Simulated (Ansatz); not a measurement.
KMg6Ni, 8 atoms in the cell. The typed cell holds 8 atoms: a = 4.544 Å, b = 8.100 Å, c = 8.100 Å, α = 44.42°, β = 90.00°, γ = 90.00°. The cell comes from a database or a generator and needn't be the stable form of this composition. The cell isn't the ideal one: atoms moved at random, drawn with an rms of 0.05 Å.

```yaml
Program: Ansatz 0.2.0
Task: single point
Functional: PBE
Potentials_or_basis: Ansatz PAW
Cutoff: "420 eV (not typed: the program's choice for these potentials)"
k_mesh: 6 × 5 × 5
Occupations: fermi-dirac, width 0.05 eV
Spin: collinear spin, ferromagnetic start
Starting_moments: "[1.0, 0.0, 0.0, 0.0, 0.0, 0.0, 0.0, 0.0] μB"
```

Potentials or basis: Ansatz PAW.

Launch:

```sh
$ ansatz run input.yaml --threads 4 --pin off --max-ram 10240MiB --backend cpu --events-out ev --progress --plain --runs-dir out
```

Hardware: 4 threads of Intel(R) Xeon(R) Platinum 8559C (Emerald Rapids), on a shared host.

Q: Estimate the wall time of this run.

A: It took 30 s on 4 threads of Intel(R) Xeon(R) Platinum 8559C (Emerald Rapids), with other jobs on the host, peak memory 1.4 GiB. Counts: scf iterations 16, plane waves 4125, k points 76, bands 53.
